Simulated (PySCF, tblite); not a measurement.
**CH₉B₄N₃: geometry, infrared bands and NMR shifts**

Aim: predict the infrared bands and NMR shifts of CH₉B₄N₃ (`CBN1BNBNB1`).

Computed with tblite 0.8.0 and PySCF 2.14.0, with density-fitted response routines of our own, on a single molecule in the gas phase. Atoms count from 0, in the outputs and in this text.

**1. The starting structure**

17 atoms, charge 0, multiplicity 1; geometry from: force field or distance geometry start.

Bonds of the start (Å): C0–B1 1.57, B1–N2 1.53, N2–B3 1.53, B3–N4 1.54, N4–B5 1.53, B5–N6 1.52, N6–B7 1.52, B7–N2 1.53, C0–H8 1.11, C0–H9 1.12, C0–H10 1.11, B1–H11 1.20, B3–H12 1.18, N4–H13 1.03, B5–H14 1.18, N6–H15 1.06, B7–H16 1.19.

**2. Relaxing the molecule with GFN2-xTB**

The job: settings as JSON, then the geometry in Å.

```
{"job": {"kind": "relax", "xc": "GFN2-xTB", "basis": "xTB"}, "charge": 0, "multiplicity": 1}
C     -2.748400    -0.092600    -0.031900
B     -1.230300     0.101500     0.331100
N     -0.205600     0.448100    -0.745700
B      0.768400     1.506700    -0.216500
N      1.924500     1.086200     0.715000
B      2.556600    -0.165700     0.108200
N      1.689100    -1.350400    -0.286700
B      0.555800    -0.811900    -1.149500
H     -3.046000    -1.149100     0.139700
H     -3.378900     0.571500     0.613900
H     -2.925800     0.169200    -1.098500
H     -0.863700    -0.226900     1.422400
H      0.397700     2.622800    -0.143700
H      1.510100     0.807800     1.619800
H      3.729900    -0.214700    -0.024200
H      1.252000    -1.714000     0.608300
H      0.007800    -1.576400    -1.871500
```

On the command line:

```bash
$ OMP_NUM_THREADS=1 python probes_run.py task.json out
```

One launch serves the whole session: the jobs run in the order shown.

**Question.** This job is followed by: GFN2-xTB harmonic vibrations, gas phase; GIAO PBE0/pcSseg-1 NMR shielding, non-relativistic, gas phase. Predict these results of the whole session: strongest single infrared mode (GFN2-xTB); zero-point energy (GFN2-xTB); ¹³C shifts against TMS (PBE0/pcSseg-1); ¹H shifts against TMS (PBE0/pcSseg-1, means over atoms taken as alike); ¹¹B shifts against BF3·OEt2 (PBE0/pcSseg-1, means over atoms taken as alike); ¹⁵N shifts against NH3 (PBE0/pcSseg-1, means over atoms taken as alike).

The runs gave:

| quantity | value |
| --- | --- |
| strongest single infrared mode (GFN2-xTB) | 1410 cm⁻¹, 819 km/mol |
| zero-point energy (GFN2-xTB) | 80.8 kcal/mol |
| ¹³C shifts against TMS (PBE0/pcSseg-1) | 7.0 ppm |
| ¹H shifts against TMS (PBE0/pcSseg-1, means over atoms taken as alike) | 6.48, 6.17, 5.18, 4.79, 0.83 ppm |
| ¹¹B shifts against BF3·OEt2 (PBE0/pcSseg-1, means over atoms taken as alike) | 61.8, 31.7, 26.9 ppm |
| ¹⁵N shifts against NH3 (PBE0/pcSseg-1, means over atoms taken as alike) | 198.8, 150.2 ppm |

What this shows: Relaxing lowered the energy by 5.087 eV in 104 steps; the close pair that moved most is B3–N4, from 1.543 to 1.413 Å. All 45 modes are real, so the xTB geometry is a minimum. The strongest single mode, at 1410 cm⁻¹, is spread over several atoms, N4, N6, B3, B7 among them. GFN2-xTB is a fitted tight-binding method: band positions and strengths are rough. Its intensities can rank the bands wrongly. At PBE0/pcSseg-1: Shielding is most anisotropic at N2 (span 333 ppm, paramagnetic term -259 ppm).
